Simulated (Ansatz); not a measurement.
**GeH₅NSi: up Jacob's ladder to CCSD(T)**

An exercise on one series of results from a longer session: the logs are not shown, and one member is left open.

Computed with Ansatz 0.2.0, Gaussian basis. Level: functionals in def2-TZVPP, the program's frozen cores in correlated methods.

Levels to be run: LDA (SPW92), PBE-D4, revPBE-D4, BLYP-D4, r2SCAN-D4, B97M-V, PBE0-D4, B3LYP-D4, r2SCANh-D4, r2SCAN0-D4, HSE06-D4, BHLYP-D4, CAM-B3LYP-D4, LC-ωPBE, ωB97X-V, ωB97M-V, B2PLYP, PBE-QIDH; CCSD(T)/def2-SVP; CCSD(T)/def2-TZVPP; MP2/def2-QZVPP; extrapolation to the limit; RPA on PBE.

## The geometry

The geometry comes from an earlier relaxation with PBE0-D4 in a triple-zeta def2 set; it is a stationary point, not always the lowest conformer.

SMILES `[NH]1[SiH2][GeH2]1`, 8 atoms, charge 0, spin multiplicity 1.

Atoms are counted from 1 here; the program's logs count them from 0.

Bond lengths: N1–Si2 1.702 Å, N1–Ge3 1.874 Å, N1–H4 1.004 Å, Si2–Ge3 2.293 Å, Si2–H5 1.488 Å, Si2–H6 1.488 Å, Ge3–H7 1.539 Å, Ge3–H8 1.539 Å. Angles: Si2–N1–Ge3 79.6°, Si2–N1–H4 141.8°, Ge3–N1–H4 138.6°, N1–Si2–Ge3 53.5°, N1–Si2–H5 119.1°, N1–Si2–H6 119.1°, Ge3–Si2–H5 123.1°, Ge3–Si2–H6 123.0°, H5–Si2–H6 108.9°, N1–Ge3–Si2 46.9°, N1–Ge3–H7 113.7°, N1–Ge3–H8 113.7°, Si2–Ge3–H7 124.5°, Si2–Ge3–H8 124.5°, H7–Ge3–H8 110.9°.

The first run:

File in.yaml:

```yaml
crystal:
  periodic: [false, false, false]
  atoms:
    - {symbol: N, position_ang: [-0.704891, -0.212958, -0.657428]}
    - {symbol: Si, position_ang: [-0.039713, 1.178027, 0.063311]}
    - {symbol: Ge, position_ang: [0.613301, -0.990262, 0.424821]}
    - {symbol: H, position_ang: [-1.415002, -0.503651, -1.305236]}
    - {symbol: H, position_ang: [0.733106, 2.129966, -0.780140]}
    - {symbol: H, position_ang: [-0.859305, 1.951612, 1.035277]}
    - {symbol: H, position_ang: [1.716621, -1.712446, -0.368175]}
    - {symbol: H, position_ang: [0.047982, -1.897287, 1.531869]}
basis:
  gaussian: {orbitals: def2-TZVPP}
hamiltonian: {xc: lda}
output: {orbitals: {seedname: orbitals}}
```

Command:

```
$ ansatz run in.yaml --threads 2 --pin off --events-out ev --progress --plain --max-ram 4352MiB
```

Among the steps run: LDA; PBE-D4 (GGA); revPBE-D4 (GGA); BLYP-D4 (GGA); r2SCAN-D4 (meta-GGA); B97M-V (meta-GGA); PBE0-D4 (hybrid); B3LYP-D4 (hybrid); r2SCANh-D4 (hybrid); r2SCAN0-D4 (hybrid); HSE06-D4 (hybrid); BHLYP-D4 (hybrid); CAM-B3LYP-D4 (range-separated); LC-ωPBE (range-separated); ωB97X-V (range-separated); ωB97M-V (range-separated); B2PLYP (double hybrid); PBE-QIDH (double hybrid).

One table of the session follows, with a row left open; its other results are not shown here.

It belongs to the step «Frontier levels by functional». 

| functional | HOMO (eV) | gap (eV) |
| --- | --- | --- |
| LDA (SPW92) | -6.02 | 4.35 |
| PBE-D4 | -5.91 | 4.45 |
| revPBE-D4 | -5.87 | 4.49 |
| BLYP-D4 | -5.77 | 4.39 |
| r2SCAN-D4 | -6.19 | 4.98 |
| B97M-V | -6.30 | 4.98 |
| PBE0-D4 | -7.11 | 6.47 |
| B3LYP-D4 | -6.92 | 6.04 |
| r2SCANh-D4 | -6.68 | 5.76 |
| r2SCAN0-D4 | -7.25 | 6.75 |
| HSE06-D4 | -6.72 | 5.71 |
| BHLYP-D4 | -7.99 | 8.23 |
| CAM-B3LYP-D4 | -8.33 | 8.66 |
| LC-ωPBE | -9.59 | 11.05 |
| ωB97X-V | ? | ? |
| ωB97M-V | -9.11 | 10.20 |

Q: Estimate the row for ωB97X-V from the others.

**Answer.** HOMO (eV): -9.29; gap (eV): 10.65. In the column «HOMO (eV)» it lies between LC-ωPBE (-9.59) and ωB97M-V (-9.11).
